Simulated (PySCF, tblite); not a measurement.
# C₃H₁₆Si₄: geometry, infrared bands and NMR shifts

Wanted: the infrared bands and NMR shifts of C₃H₁₆Si₄ (`C[Si@@H]([SiH3])[SiH2]CC[SiH3]`), by calculation.

Programs: tblite 0.8.0 and PySCF 2.14.0, with density-fitted response routines of our own. Each step states its level of theory. These are calculated values for one molecule in the gas phase, unless marked as measured. Atoms count from 0, in the outputs and in this text.

### 1 Starting geometry

23 atoms, charge 0, multiplicity 1; geometry from: force field or distance geometry start.

Bonds of the start (Å): C0–Si1 1.84, Si1–Si2 2.28, Si1–Si3 2.31, Si3–C4 1.86, C4–C5 1.53, C5–Si6 1.88, C0–H7 1.09, C0–H8 1.10, C0–H9 1.10, Si1–H10 1.49, Si2–H11 1.49, Si2–H12 1.49, Si2–H13 1.49, Si3–H14 1.49, Si3–H15 1.50, C4–H16 1.10, C4–H17 1.11, C5–H18 1.11, C5–H19 1.10, Si6–H20 1.49, Si6–H21 1.48, Si6–H22 1.50.

### 2 Optimising the geometry with GFN2-xTB

What the job is given:

```
{"job": {"kind": "relax", "xc": "GFN2-xTB", "basis": "xTB"}, "charge": 0, "multiplicity": 1}
C     -3.431000    -1.291400     0.811600
Si    -2.080600    -0.698000    -0.293700
Si    -2.538500     1.401500    -1.060600
Si    -0.128800    -0.503900     0.920200
C      1.287400    -0.046500    -0.199600
C      2.654300     0.080300     0.476700
Si     4.084200     0.549300    -0.650300
H     -3.214400    -2.275500     1.225800
H     -3.598000    -0.615300     1.658800
H     -4.388100    -1.365800     0.268100
H     -1.883500    -1.659000    -1.414600
H     -2.750600     2.334500     0.077300
H     -3.791700     1.385900    -1.874900
H     -1.418100     1.901200    -1.900800
H      0.172600    -1.800100     1.589400
H     -0.291300     0.521300     1.998200
H      1.041800     0.909100    -0.692500
H      1.348500    -0.802000    -1.004400
H      2.602000     0.835800     1.282800
H      2.918800    -0.866700     0.973600
H      3.811500     1.867900    -1.276800
H      4.240700    -0.476000    -1.707900
H      5.347900     0.640500     0.149100
```

Run with:

```bash
$ OMP_NUM_THREADS=1 python probes_run.py task.json out
```

One launch serves the whole session: the jobs run in the order shown.

**Question.** This job is followed by: GFN2-xTB harmonic vibrations, gas phase; GIAO PBE0/pcSseg-1 NMR shielding, non-relativistic, gas phase. Predict these results of the whole session: strongest single infrared mode (GFN2-xTB); zero-point energy (GFN2-xTB); ¹³C shifts against TMS (PBE0/pcSseg-1); ¹H shifts against TMS (PBE0/pcSseg-1, means over atoms taken as alike); ²⁹Si shifts against TMS (PBE0/pcSseg-1).

**Answer**, as computed:

```
                                                              quantity                                                           value
                             strongest single infrared mode (GFN2-xTB)                                            797 cm⁻¹, 591 km/mol
                                          zero-point energy (GFN2-xTB)                                                  102.8 kcal/mol
                                ¹³C shifts against TMS (PBE0/pcSseg-1)                                             10.0, 9.8, -7.8 ppm
¹H shifts against TMS (PBE0/pcSseg-1, means over atoms taken as alike)  3.99, 3.99, 3.87, 3.85, 3.47, 0.83, 0.81, 0.65, 0.62, 0.22 ppm
                               ²⁹Si shifts against TMS (PBE0/pcSseg-1)                                 -59.4, -67.3, -87.9, -114.7 ppm
```

**Reading.** Over 82 steps the energy fell by 0.245 eV; of the close pairs, C0–Si1 changed most, 1.843 to 1.908 Å. All 63 modes are real, so the xTB geometry is a minimum. GFN2-xTB is a fitted tight-binding method: band positions and strengths are rough. Its intensities can rank the bands wrongly. At PBE0/pcSseg-1: The widest tensor belongs to Si3: span 100 ppm, with a paramagnetic part of -475 ppm.
